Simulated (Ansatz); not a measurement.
Crystal: HfMoC2.

```
CELL_PARAMETERS angstrom
3.19142 0.00000 0.00000
0.00000 3.19142 0.00000
0.00000 0.00000 4.48516
ATOMIC_POSITIONS crystal
Hf 0.00000 0.00000 0.00000
Mo 0.50000 0.50000 0.50000
C 0.50000 0.50000 0.00000
C 0.00000 0.00000 0.50000
```

The cell comes from a database or a generator and needn't be the stable form of this composition.

Base run:

* Program: Ansatz 0.2.0
* Functional: r2SCAN
* Potentials or basis: Ansatz PAW
* Cutoff: 500 eV
* Density cutoff: 2000 eV
* k mesh: 8 × 8 × 6
* Occupations: fermi-dirac, width 0.05 eV
* Spin: no spin polarisation
* Hubbard terms: Hf d U = 4 eV, Mo d U = 4 eV

Its results: band gap on the k mesh none (metal or under the smearing width); pressure 1.9 GPa.

Problem. After a change of settings the same cell gave: band gap on the k mesh none (metal or under the smearing width); pressure 3.9 GPa. Which change was it?
A. functional from r2SCAN to PBE; cutoff from 500 eV to 420 eV; density cutoff from 2000 eV to 1680 eV; hubbard terms from Hf d U = 4 eV, Mo d U = 4 eV to none; hubbard projectors from ortho-atomic (the default) to none
B. hubbard terms from Hf d U = 4 eV, Mo d U = 4 eV to Hf d U = 5 eV, Mo d U = 5 eV
C. hubbard terms from Hf d U = 4 eV, Mo d U = 4 eV to none; hubbard projectors from ortho-atomic (the default) to none
D. functional from r2SCAN to PBEsol; cutoff from 500 eV to 420 eV; density cutoff from 2000 eV to 1680 eV; hubbard terms from Hf d U = 4 eV, Mo d U = 4 eV to none; hubbard projectors from ortho-atomic (the default) to none

Solution. B.

Caveats: U without spin polarisation on a metal has little footing; the PAW data sets come from PBE, with cores solved anew for the run's functional, which leaves a small shift of forces and pressure; the U is typed as a test and isn't derived for this compound; the density of states is complete only up to the lowest level of the last band computed.

Not every run made on this cell is shown here.
